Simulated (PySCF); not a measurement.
# C11H20N2: magnetic properties

What do calculations give for the magnetic properties of C11H20N2 (`CCN(N=C1CCCC1)C1CCC1`)?

Programs: PySCF 2.14.0, with routines of our own; each step states its level. All values are computed. Atoms count from 0.

## 1. The system as given

33 atoms, charge 0, multiplicity 1; geometry from: GFN2-xTB.

## 2. Magnetic properties: GIAO KT3/pcSseg-1

What the job is given:

```
{"job": {"kind": "mag", "xc": "KT3", "basis": "pcSseg-1", "isotopologues": 0}, "charge": 0, "multiplicity": 1}
C     -0.755166     2.630436    -1.448390
C     -0.895776     1.857256    -0.137214
N     -0.911634     0.422785    -0.363343
N      0.069386    -0.429416    -0.081787
C      1.291423    -0.238150     0.174189
C      2.168559    -1.458902     0.359219
C      3.464205    -0.912680     0.951845
C      3.583388     0.469576     0.313326
C      2.150422     1.003603     0.337261
C     -2.208068    -0.201958    -0.455993
C     -2.253843    -1.606118    -1.079741
C     -3.140481    -2.079974     0.080890
C     -2.817091    -0.787197     0.841477
H     -1.588404     2.408498    -2.110381
H      0.164540     2.351006    -1.956600
H     -0.738206     3.699998    -1.253781
H     -1.829157     2.143104     0.359852
H     -0.075638     2.110140     0.533990
H      2.358400    -1.915793    -0.615893
H      1.687394    -2.207555     0.987084
H      4.324577    -1.546378     0.740131
H      3.366952    -0.812961     2.034647
H      4.280339     1.120137     0.842042
H      3.923541     0.367873    -0.719054
H      1.952563     1.474078     1.305950
H      1.974852     1.742245    -0.445909
H     -2.881718     0.498267    -0.952703
H     -1.266917    -2.059513    -1.067106
H     -2.678571    -1.672115    -2.078804
H     -4.190901    -2.154689    -0.193010
H     -2.833404    -3.003607     0.565324
H     -3.659694    -0.248416     1.270487
H     -2.052812    -0.931755     1.601668
```

Method: GIAO KT3/pcSseg-1 magnetisability, rotational g tensor and spin-rotation constants, non-relativistic, gas phase.

Command:

```bash
$ OMP_NUM_THREADS=1 python excited_run.py task.json out
```

This one command runs all jobs of the session in turn.

Output:

```text
coarse grid: 26472 points
cycle   1  E = -549.1295635661  dE =  1.415e+00  |g| = 7.358e-01  |ddm| = 5.272e+00
cycle   2  E = -548.9531630005  dE =  1.764e-01  |g| = 1.105e+00  |ddm| = 2.121e+00
cycle   3  E = -549.2838289220  dE = -3.307e-01  |g| = 1.380e-01  |ddm| = 1.303e+00
cycle   4  E = -549.2854226202  dE = -1.594e-03  |g| = 1.077e-01  |ddm| = 2.405e-01
cycle   5  E = -549.2881829253  dE = -2.760e-03  |g| = 2.363e-02  |ddm| = 1.298e-01
cycle   6  E = -549.2882901987  dE = -1.073e-04  |g| = 1.074e-02  |ddm| = 3.190e-02
cycle   7  E = -549.2883148186  dE = -2.462e-05  |g| = 2.582e-03  |ddm| = 1.200e-02
cycle   8  E = -549.2883161950  dE = -1.376e-06  |g| = 6.102e-04  |ddm| = 2.838e-03
final grid: 252712 points
cycle   9  E = -549.2671983361  dE = -5.021e-04  |g| = 6.246e-03  |ddm| = 1.004e-01
cycle  10  E = -549.2671780518  dE =  2.028e-05  |g| = 1.083e-02  |ddm| = 1.773e-02
cycle  11  E = -549.2672020999  dE = -2.405e-05  |g| = 3.959e-03  |ddm| = 1.591e-02
cycle  12  E = -549.2672056442  dE = -3.544e-06  |g| = 1.235e-03  |ddm| = 4.765e-03
cycle  13  E = -549.2672060050  dE = -3.608e-07  |g| = 2.823e-04  |ddm| = 1.442e-03
cycle  14  E = -549.2672060199  dE = -1.495e-08  |g| = 1.135e-04  |ddm| = 4.123e-04
cycle  15  E = -549.2672060228  dE = -2.890e-09  |g| = 2.123e-05  |ddm| = 1.528e-04
cycle  16  E = -549.2672060229  dE = -1.071e-10  |g| = 7.560e-06  |ddm| = 3.465e-05
converged SCF energy = -549.2672060229

Magnetisability tensor (1e-30 J/T^2)
    -1883.00      -62.10      103.18
      -62.10    -2089.76      -18.64
      103.18      -18.64    -2140.37
isotropic -2037.71   principal values   -2176.74  -2105.82  -1830.56
isotropic susceptibility -122.714 1e-6 cm^3/mol

Inertial axes            a          b          c
rot. const./GHz      1.2099     0.4927     0.3829
chi total          -113.142   -124.591   -130.407
chi diamagnetic   -1243.242  -2684.895  -3418.952
chi paramagnetic   1130.100   2560.303   3288.544
quadrupole/D A        2.678     -0.103     -2.575
g nuclear            0.6248     0.5885     0.5897
g electronic        -0.6424    -0.5926    -0.5916
g total             -0.0175    -0.0041    -0.0019

Spin-rotation constants (kHz, H = +C I.J)
atom  isotope        aa         bb         cc
  2    14N        0.132      0.046      0.030
  3    14N        0.293      0.101      0.023
 13     1H       -0.017     -0.052     -0.028
 14     1H       -0.046     -0.051     -0.021
 15     1H       -0.135     -0.000     -0.034
 16     1H       -0.017     -0.050     -0.019
 17     1H        0.012     -0.048     -0.023
 18     1H       -0.128     -0.048      0.015
 19     1H       -0.096      0.001     -0.033
 20     1H       -0.041     -0.030     -0.032
 21     1H       -0.128     -0.051      0.010
 22     1H       -0.019     -0.044     -0.027
 23     1H       -0.119     -0.054      0.010
 24     1H       -0.127     -0.048      0.013
 25     1H       -0.118      0.004     -0.031
 26     1H       -0.053      0.002     -0.041
 27     1H        0.006     -0.029     -0.035
 28     1H       -0.080     -0.051     -0.001
 29     1H        0.053     -0.055     -0.043
 30     1H       -0.128      0.016     -0.040
 31     1H       -0.045     -0.040     -0.019
 32     1H       -0.024     -0.045     -0.024
  0    13C*       0.195      0.066      0.055
  1    13C*       0.255      0.082      0.073
  4    13C*       0.375      0.192      0.089
  5    13C*       0.204      0.084      0.077
  6    13C*       0.198      0.075      0.066
  7    13C*       0.199      0.074      0.072
  8    13C*       0.200      0.083      0.065
  9    13C*       0.225      0.119      0.080
 10    13C*       0.209      0.074      0.064
 11    13C*       0.189      0.074      0.048
* in the singly substituted isotopologue
```

Run time: 3 min. Hardware: 1 thread of Arm Neoverse V2, shared host; peak memory 1.4 GiB.

In short:

| quantity | value |
| --- | --- |
| magnetisability | -2038·10⁻³⁰ J/T² |
| molar susceptibility | -122.7·10⁻⁶ cm³/mol |
| rotational g (a, b, c) | -0.0175, -0.0041, -0.0019 |

The fields below are evaluated on a grid from the run's orbitals.

Frontier orbitals at KT3/pcSseg-1, with the share of their density that lies nearest to each atom:

| orbital | energy (eV) | lies on |
| --- | --- | --- |
| HOMO | -4.35 | N2 39 %; C4 23 %; N3 8 % |
| LUMO | -0.33 | C4 26 %; N3 25 %; H24 8 % |

ELF in a plane through or near 15 of the atoms.

Ten even steps from ' ' (0.00) to '@' (1.00):
```
                                                        
                                                        
                                                        
                                                        
                    --==..          **@@%%==            
        --%%==    --@@@@@@          @@@@@@**            
      ::@@@@@@++::++@@@@%%          **@@%%++##%%--      
      ..##@@%%::@@++--++....++..    --====%%@@@@@@      
          --##++**++%%##==##@@**  ....--==++@@@@++      
        ::++::--==..**####--..==::==--==                
      ==%%%%::--@@++%%**==++##..**++..##==              
      ==%%%%====****##::    ++****::@@@@@@##            
                ##@@@@--  ::==++==  ..%%%%==            
                ++@@##    --%%@@**                      
                          --++====::                    
                        ..@@@@@@**                      
                        ..@@@@@@%%                      
                          ..==--                        
                                                        
                                                        
```
The map spans 14.1 Å across and 13.1 Å up, centred on the molecule. Atoms in the plane (x, y in Å): N2 (0.9, -0.6), N3 (0.0, 0.4), C4 (-1.3, 0.4), C5 (-2.0, 1.7), C6 (-3.4, 1.4), C7 (-3.6, -0.1), C9 (2.2, -0.1), C11 (3.3, 1.8), H15 (0.4, -3.9), H19 (-1.5, 2.5), H20 (-4.2, 2.0), H25 (-2.1, -1.6), H26 (2.9, -1.0), H29 (4.4, 1.7), H30 (3.1, 2.8).

On the surface of density 0.002 e/bohr³ the electrostatic potential runs, from the 1st to the 99th percentile, from -1.04 to 0.67 V.

## 3. Magnetic properties: common gauge origin LC-wPBE/6-31G

The job, as its differences from that of step 2:

```diff
@@ -1,2 +1,2 @@
-{"job": {"kind": "mag", "xc": "KT3", "basis": "pcSseg-1", "isotopologues": 0}, "charge": 0, "multiplicity": 1}
+{"job": {"kind": "mag", "xc": "LC-wPBE", "basis": "6-31G", "gauge": [0, 0, 0]}, "charge": 0, "multiplicity": 1}
 C     -0.755166     2.630436    -1.448390
```

With the program's defaults for keys left out, this is: common gauge origin LC-wPBE/6-31G magnetisability, rotational g tensor and spin-rotation constants, non-relativistic, gas phase.

Output:

```text
coarse grid: 26472 points
cycle   1  E = -540.2445180946  dE =  3.013e+00  |g| = 3.734e-01  |ddm| = 5.281e+00
cycle   2  E = -540.2849452117  dE = -4.043e-02  |g| = 2.148e-01  |ddm| = 8.224e-01
cycle   3  E = -540.2941607246  dE = -9.216e-03  |g| = 8.035e-02  |ddm| = 3.084e-01
cycle   4  E = -540.2957058212  dE = -1.545e-03  |g| = 2.573e-02  |ddm| = 1.102e-01
cycle   5  E = -540.2958612459  dE = -1.554e-04  |g| = 5.355e-03  |ddm| = 3.942e-02
cycle   6  E = -540.2958705924  dE = -9.346e-06  |g| = 3.183e-03  |ddm| = 1.341e-02
cycle   7  E = -540.2958731871  dE = -2.595e-06  |g| = 5.860e-04  |ddm| = 5.504e-03
final grid: 252712 points
cycle   8  E = -540.1568069486  dE = -8.809e-05  |g| = 6.302e-03  |ddm| = 3.363e-02
cycle   9  E = -540.1568144999  dE = -7.551e-06  |g| = 4.354e-03  |ddm| = 1.262e-02
cycle  10  E = -540.1568189104  dE = -4.410e-06  |g| = 7.659e-04  |ddm| = 4.903e-03
cycle  11  E = -540.1568192329  dE = -3.225e-07  |g| = 4.797e-04  |ddm| = 1.424e-03
cycle  12  E = -540.1568192954  dE = -6.254e-08  |g| = 4.451e-05  |ddm| = 7.289e-04
cycle  13  E = -540.1568192961  dE = -7.051e-10  |g| = 1.730e-05  |ddm| = 1.115e-04
converged SCF energy = -540.1568192961

Magnetisability tensor (1e-30 J/T^2)
   -11101.67     1608.39     2111.39
     1608.39   -22090.84    -1291.75
     2111.39    -1291.75   -26951.66
isotropic -20048.06   principal values  -27637.11 -21861.87 -10645.19
isotropic susceptibility -1207.322 1e-6 cm^3/mol

Inertial axes            a          b          c
rot. const./GHz      1.2099     0.4927     0.3829
chi total          -641.210  -1316.485  -1664.272
chi diamagnetic   -1240.593  -2682.197  -3415.948
chi paramagnetic    599.383   1365.711   1751.677
quadrupole/D A        2.907      0.042     -2.949
g nuclear            0.6248     0.5885     0.5897
g electronic        -0.3407    -0.3161    -0.3151
g total              0.2841     0.2724     0.2746

Spin-rotation constants (kHz, H = +C I.J)
atom  isotope        aa         bb         cc
  2    14N        0.057      0.009     -0.013
  3    14N        0.271      0.062     -0.014
 13     1H        0.108     -0.010      0.008
 14     1H       -0.137     -0.196     -0.210
 15     1H        0.852     -0.126      0.246
 16     1H        0.016     -0.054     -0.050
 17     1H       -0.128     -0.298     -0.284
 18     1H        0.009     -0.165     -0.108
 19     1H        0.248     -0.336     -0.149
 20     1H        0.123      0.341      0.342
 21     1H       -0.074      0.020      0.031
 22     1H       -0.181      0.423      0.302
 23     1H       -0.278      0.101      0.057
 24     1H       -0.185     -0.153     -0.159
 25     1H       -0.166     -0.236     -0.189
 26     1H       -0.437      0.149     -0.002
 27     1H        0.031     -0.477     -0.392
 28     1H       -0.045      0.198      0.052
 29     1H       -0.134      0.508      0.367
 30     1H        0.423     -0.135      0.059
 31     1H       -0.133      0.286      0.109
 32     1H        0.000     -0.394     -0.378
  0    13C*       0.111     -0.001      0.010
  1    13C*       0.059     -0.012     -0.007
  4    13C*       0.202      0.084     -0.047
  5    13C*       0.072     -0.018     -0.012
  6    13C*       0.046      0.034      0.029
  7    13C*       0.018      0.042      0.031
  8    13C*       0.017     -0.007     -0.032
  9    13C*      -0.052      0.021     -0.008
 10    13C*       0.024     -0.009      0.006
 11    13C*       0.050      0.030      0.024
* in the singly substituted isotopologue
```

Wall time 51 s (1 thread of Arm Neoverse V2, shared host); peak memory 0.95 GiB.

A normal end doesn't make this result sound: a common gauge origin replaces GIAOs, so the magnetic properties depend on where the origin lies.

## 4. Results

| quantity | value |
| --- | --- |
| magnetisability (step 2, GIAO KT3/pcSseg-1) | -2038·10⁻³⁰ J/T² |
| molar susceptibility (step 2, GIAO KT3/pcSseg-1) | -122.7·10⁻⁶ cm³/mol |
| rotational g (a, b, c) (step 2, GIAO KT3/pcSseg-1) | -0.0175, -0.0041, -0.0019 |
| surface potential, 1st and 99th percentile | -1.04 V and 0.67 V |
| runs | 0 failed, 1 ended on unsound input |

In words: At KT3/pcSseg-1, counted by nearest atom on the grid, the HOMO lies on N2 39 %; C4 23 %, the LUMO on C4 26 %; N3 25 %. Vibrational averaging and real surroundings are missing from these values.
